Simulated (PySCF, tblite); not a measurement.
# C₂H₁₀BFSi₃: geometry, infrared bands and NMR shifts

Wanted: the infrared bands and NMR shifts of C₂H₁₀BFSi₃ (`F[SiH2]B[SiH]1C[SiH2]C1`), by calculation.

The runs use tblite 0.8.0 and PySCF 2.14.0, with density-fitted response routines of our own; the level of theory stands in each step. All values are computed, except where a source is named. Atoms count from 0, in the outputs and in this text.

### 1 Starting geometry

17 atoms, charge 0, multiplicity 1; geometry from: force field or distance geometry start.

Bonds of the start (Å): F0–Si1 1.70, Si1–B2 1.94, B2–Si3 1.95, Si3–C4 1.85, C4–Si5 1.86, Si5–C6 1.87, C6–Si3 1.87, Si1–H7 1.46, Si1–H8 1.47, B2–H9 1.17, Si3–H10 1.48, C4–H11 1.11, C4–H12 1.11, Si5–H13 1.46, Si5–H14 1.48, C6–H15 1.12, C6–H16 1.11.

### 2 Geometry optimisation with GFN2-xTB

The job: settings as JSON, then the geometry in Å.

```
{"job": {"kind": "relax", "xc": "GFN2-xTB", "basis": "xTB"}, "charge": 0, "multiplicity": 1}
F      3.298000     1.116800     1.646200
Si     2.401900     0.821200     0.233200
B      1.699600    -0.988700     0.312200
Si    -0.228800    -1.268900     0.236600
C     -1.051000    -0.306200    -1.112700
Si    -1.976000     0.808900     0.059800
C     -1.153800    -0.165600     1.424200
H      1.310100     1.788300     0.144500
H      3.289400     0.946200    -0.927900
H      2.418800    -1.908500     0.395500
H     -0.670600    -2.679700     0.300400
H     -1.743500    -0.937000    -1.717100
H     -0.323900     0.259200    -1.726700
H     -3.420000     0.591700     0.011700
H     -1.488200     2.204700     0.010600
H     -1.896400    -0.732800     2.043900
H     -0.472700     0.462300     2.042200
```

Command:

```
$ OMP_NUM_THREADS=1 python probes_run.py task.json out
```

This one command runs all jobs of the session in turn.

**Question.** This job is followed by: GFN2-xTB harmonic vibrations, gas phase; GIAO PBE0/pcSseg-1 NMR shielding, non-relativistic, gas phase. Predict these results of the whole session: strongest single infrared mode (GFN2-xTB); zero-point energy (GFN2-xTB); 13C shifts against TMS (PBE0/pcSseg-1, means over atoms taken as alike); 1H shifts against TMS (PBE0/pcSseg-1, means over atoms taken as alike); 19F shifts against CFCl3 (PBE0/pcSseg-1); 29Si shifts against TMS (PBE0/pcSseg-1); 11B shifts against BF3·OEt2 (PBE0/pcSseg-1).

The runs gave:

| quantity | value |
| --- | --- |
| strongest single infrared mode (GFN2-xTB) | 712 cm⁻¹, 470 km/mol |
| zero-point energy (GFN2-xTB) | 67.9 kcal/mol |
| 13C shifts against TMS (PBE0/pcSseg-1, means over atoms taken as alike) | -6.5 ppm |
| 1H shifts against TMS (PBE0/pcSseg-1, means over atoms taken as alike) | 14.12, 6.22, 5.36, 5.23, 5.18, 0.68, 0.21 ppm |
| 19F shifts against CFCl3 (PBE0/pcSseg-1) | -252.9 ppm |
| 29Si shifts against TMS (PBE0/pcSseg-1) | 7.9, -24.0, -34.9 ppm |
| 11B shifts against BF3·OEt2 (PBE0/pcSseg-1) | 145.6 ppm |

In words: Over 124 steps the energy fell by 0.569 eV; of the close pairs, Si3–C4 changed most, 1.850 to 1.935 Å. No mode is imaginary among the 45: a minimum at this level. The strongest single mode, at 712 cm⁻¹, has its largest shares on H10, C4 and C6 (the list is cut at 3 atoms). GFN2-xTB is a fitted tight-binding method: band positions and strengths are rough. Its intensities can rank the bands wrongly. At PBE0/pcSseg-1: The largest span, 341 ppm, is at B2, where the paramagnetic term is -249 ppm.
